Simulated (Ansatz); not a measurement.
# GaS+ (triplet): wave-function methods side by side, cc-pVTZ

An exercise on one series of results from a longer session: the logs are not shown, and one member is left open.

Computed with Ansatz 0.2.0, Gaussian basis. Level: cc-pVTZ, core rule «outside noble gas», up to 19 orbitals frozen.

To be run: UHF; CCSD(T) on ROHF; CCSD(T) on UHF; BCCD(T) on ROHF; CISD; CCSDT(Q) on ROHF; CCSDT(Q) on UHF.

26 further runs of the same task are left out: 9 for a known fault of the program, 5 that didn't finish, 12 set aside as unsound or not needed.

### What is computed

The geometry is a PBE0/def2-TZVP stationary point (not a proven minimum) of the parent state, kept for this charge and spin. No spin-orbit coupling is included. The filled d shell of Ga may be among the frozen orbitals whatever the setting's name suggests; the logs give the count.

2 atoms, charge 1, spin multiplicity 3.

Atoms are counted from 1 here; the program's logs count them from 0.

Bond lengths: S1–Ga2 2.071 Å.

The first run:

The input, in.yaml:

```yaml
crystal:
  periodic: [false, false, false]
  atoms:
    - {symbol: S, position_ang: [0.000000, 0.000000, 0.000000]}
    - {symbol: Ga, position_ang: [0.000000, 0.000000, 2.070500]}
basis:
  gaussian: {orbitals: cc-pVTZ}
total_charge: 1
magnetization: {spin_polarized: true, initial_magnetization: 2}
hamiltonian: {xc: hf}
output: {orbitals: {seedname: orbitals}}
```

Started as:

```
> ansatz run in.yaml --threads 1 --pin off --events-out ev --progress --plain --max-ram 2393MiB
```

Steps of the session up to this table: UHF; CCSD(T) on ROHF; CCSD(T) on UHF; BCCD(T) on ROHF; CISD; CCSDT(Q) on ROHF; CCSDT(Q) on UHF.

One table of the session follows, with a row left open; its other results are not shown here.

| method | from UCCSDT(Q) (kcal/mol) |
| --- | --- |
| ROHF | +129.86 |
| UHF | +124.93 |
| RMP2 | ? |
| UMP2 | +22.58 |
| RCCSD | +7.14 |
| UCCSD | +6.64 |
| RCCSD(T) | +1.30 |
| UCCSD(T) | +1.07 |
| BCCD(T) | +1.33 |
| RCCSDT | +0.60 |
| UCCSDT | +0.31 |
| RCCSDT(Q) | +0.29 |
| UCCSDT(Q) | 0 |

Estimate the missing values for RMP2.

The run gave: from UCCSDT(Q) (kcal/mol): +22.20. In the column «from UCCSDT(Q) (kcal/mol)» it lies between RCCSD (+7.14) and UMP2 (+22.58).

Not comparable, so not listed: CISD (they don't share determinant, frozen orbitals or solution with the rows shown, or repeat one).

To keep in mind: Restricted and unrestricted rows rest on different reference determinants; where their highest levels disagree by more than a few hundredths of an eV, they describe different states and don't form one ladder.
